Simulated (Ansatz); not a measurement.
# LiAl16: the cost of one run

Program: Ansatz 0.2.0. Level of theory: DFT PBE, plane waves, PAW, scalar-relativistic, no spin polarisation. These are calculated values, not measurements.

### 1 The system as given

The cell holds 17 atoms (Al16Li): a = 8.100 Å, b = 5.728 Å, c = 16.296 Å, α = 90.00°, β = 90.00°, γ = 90.00°.

The coordinates stand in the first input below.

### 2 End point A

The input, input.yaml:

```yaml
crystal:
  lattice:
    - [8.1, 0.0, 0.0]
    - [0.0, 5.727565, 0.0]
    - [0.0, 0.0, 16.295674]
  atoms:
    - { symbol: Al, position: [0.25, 0.25, 0.061366] }
    - { symbol: Al, position: [0.75, 0.25, 0.061366] }
    - { symbol: Al, position: [0.25, 0.75, 0.061366] }
    - { symbol: Al, position: [0.75, 0.75, 0.061366] }
    - { symbol: Al, position: [0.0, 0.0, 0.1492354] }
    - { symbol: Al, position: [0.5, 0.0, 0.1492354] }
    - { symbol: Al, position: [0.0, 0.5, 0.1492354] }
    - { symbol: Al, position: [0.5, 0.5, 0.1492354] }
    - { symbol: Al, position: [0.25, 0.25, 0.2371048] }
    - { symbol: Al, position: [0.75, 0.25, 0.2371048] }
    - { symbol: Al, position: [0.25, 0.75, 0.2371048] }
    - { symbol: Al, position: [0.75, 0.75, 0.2371048] }
    - { symbol: Al, position: [0.0, 0.0, 0.3249742] }
    - { symbol: Al, position: [0.5, 0.0, 0.3249742] }
    - { symbol: Al, position: [0.0, 0.5, 0.3249742] }
    - { symbol: Al, position: [0.5, 0.5, 0.3249742] }
    - { symbol: Li, position: [0.4955736, 0.2496755, 0.4550701] }
basis:
  ecutwfc: 420.0
kpoints:
  mp_grid: { grid: [3, 4, 1] }
hamiltonian:
  xc: pbe
scf:
  occupations: { method: gaussian, width: 0.05 }
  lower_state_search: "off"
relax:
  f_tol: 0.03
  max_steps: 60
  adjacent_minimum: "off"
  constraints: [{ sites: [0, 1, 2, 3] }]
output:
  write_density: true
  write_potential: true
  elf: true
  volumetric_format: npy
```

Command:

```bash
$ ansatz run input.yaml --threads 2 --pin off --max-ram 5120MiB --backend cpu --events-out ev --progress --plain --runs-dir out
```

Q: Estimate wall time and peak memory on 2 threads of AMD EPYC 7R43 (Zen 3), shared host.

About 2.7 min, with a peak of 0.89 GiB.
